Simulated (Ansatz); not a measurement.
# F4Zr: the cost of one run

Method: the settings change from run to run; program: Ansatz 0.2.0, Gaussian basis.

1 further run of the same task is left out (for a known fault of the program).

## 1. The molecule

The geometry comes from an earlier relaxation with PBE0-D4 in a triple-zeta def2 set; it is a stationary point. Zr takes a core potential in def2 sets; no spin-orbit term is included.

5 atoms, charge 0, spin multiplicity 1.

Atoms are counted from 1 here; the program's logs count them from 0.

Bond lengths: F1–Zr2 1.893 Å, Zr2–F3 1.893 Å, Zr2–F4 1.893 Å, Zr2–F5 1.893 Å. Angles: F1–Zr2–F3 109.5°, F1–Zr2–F4 109.5°, F1–Zr2–F5 109.5°, F3–Zr2–F4 109.5°, F3–Zr2–F5 109.5°, F4–Zr2–F5 109.5°.

## 2. rPW86-PBE/def2-TZVPD

Options: D3(BJ) with three-body dispersion.

File in.yaml:

```yaml
crystal:
  periodic: [false, false, false]
  atoms:
    - {symbol: F, position_ang: [-0.899183, -0.143833, 1.647559]}
    - {symbol: Zr, position_ang: [0.009976, -0.014741, -0.008307]}
    - {symbol: F, position_ang: [1.633890, -0.983843, 0.086161]}
    - {symbol: F, position_ang: [-1.075883, -0.734648, -1.382308]}
    - {symbol: F, position_ang: [0.381100, 1.803465, -0.384504]}
basis:
  gaussian: {orbitals: def2-TZVPD}
hamiltonian: {xc: {name: rPW86-PBE}, dispersion: d3bjatm}
output: {forces: true}
```

Run with:

```
$ ansatz run in.yaml --threads 4 --pin off --events-out ev --progress --plain --max-ram 10444MiB
```

Q: Estimate wall time and peak memory on 4 threads of Arm Neoverse V2, shared host.

About 4.3 s, with a peak of 0.3 GiB.
